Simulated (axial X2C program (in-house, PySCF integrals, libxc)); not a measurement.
# A two-component session on MoBr: properties at the nuclei

Aim: properties at the nuclei of MoBr, with spin–orbit coupling in the Hamiltonian from the start.

Computed with an in-house X2C program for linear molecules on PySCF integrals. Level: two-component X2C with atomic mean-field terms, Mo dyall-cv3z, Br dyall-cv3z.

All values are calculated.

## 1. Input

task.json reads:

```json
{
 "zs": [
  42,
  35
 ],
 "q": 0,
 "bas": [
  "dyall-cv3z",
  "dyall-cv3z"
 ],
 "r0": 2.52,
 "levels": [
  "PBE0",
  "HF",
  "B3LYP",
  "LDA",
  "BP86"
 ],
 "nst": 3
}
```

Keys: zs atomic numbers; q charge; bas basis sets; r0 starting distance in Å; levels methods (HF also brings MP2); nst determinants followed.

On the command line:

```sh
> python soeom.py task.json out
```

Further steps of the session: Expectation values, lowest determinant; Expectation values, a higher determinant; Expectation values, a higher determinant.

Q: Predict the outcome of this session. Wanted: lowest determinant; Eeff magnitude; Ws magnitude Mo; A∥/gI Mo; qzz Mo; higher determinant (for each run or level that gives them).

As calculated:

```
                                        quantity                                                       value
                              lowest determinant                     Ω = 5/2 (excess of +ω over −ω: ω = 5/2)
                    Eeff magnitude (GV/cm), PBE0                                                        1.23
                     Ws magnitude Mo (kHz), PBE0                                                      0.0972
                            A∥/gI Mo (MHz), PBE0                                                         342
                             qzz Mo (a.u.), PBE0                                                       -0.11
                              higher determinant  Ω = 3/2 (excess of +ω over −ω: ω = 1/2, ω = -3/2, ω = 5/2)
Eeff magnitude (GV/cm), PBE0, higher determinant                                                        4.23
 Ws magnitude Mo (kHz), PBE0, higher determinant                                                        1.29
        A∥/gI Mo (MHz), PBE0, higher determinant                                                        1030
         qzz Mo (a.u.), PBE0, higher determinant                                                       -1.89
                              higher determinant        Ω = 7/2 (excess of +ω over −ω: 2 × ω = 1/2, ω = 5/2)
Eeff magnitude (GV/cm), PBE0, higher determinant                                                         4.2
 Ws magnitude Mo (kHz), PBE0, higher determinant                                                       0.549
        A∥/gI Mo (MHz), PBE0, higher determinant                                                         632
         qzz Mo (a.u.), PBE0, higher determinant                                                       -1.83
```

What this shows: In the first state, the effective field runs from 0.636 to 2.08 GV/cm over the mean-field levels, so the levels don't agree on it. The expectation values come from single determinants, which for open shells can mix terms of unlike spin or miss the lowest Ω, so a determinant need not be a state. Eeff is the effective electric field on the electron dipole moment in this Ω state and Ws the scalar–pseudoscalar constant (defined with the proton number Z and per Ω); A∥ is the parallel hyperfine constant, which follows by multiplying with the nuclear g factor gI = μI/(I μN); qzz is the electric field gradient, eQq0 = 234.96 MHz × Q/barn × qzz; μ is positive if Br is the positive end. The operators were transformed with the bare-nucleus X2C matrices.
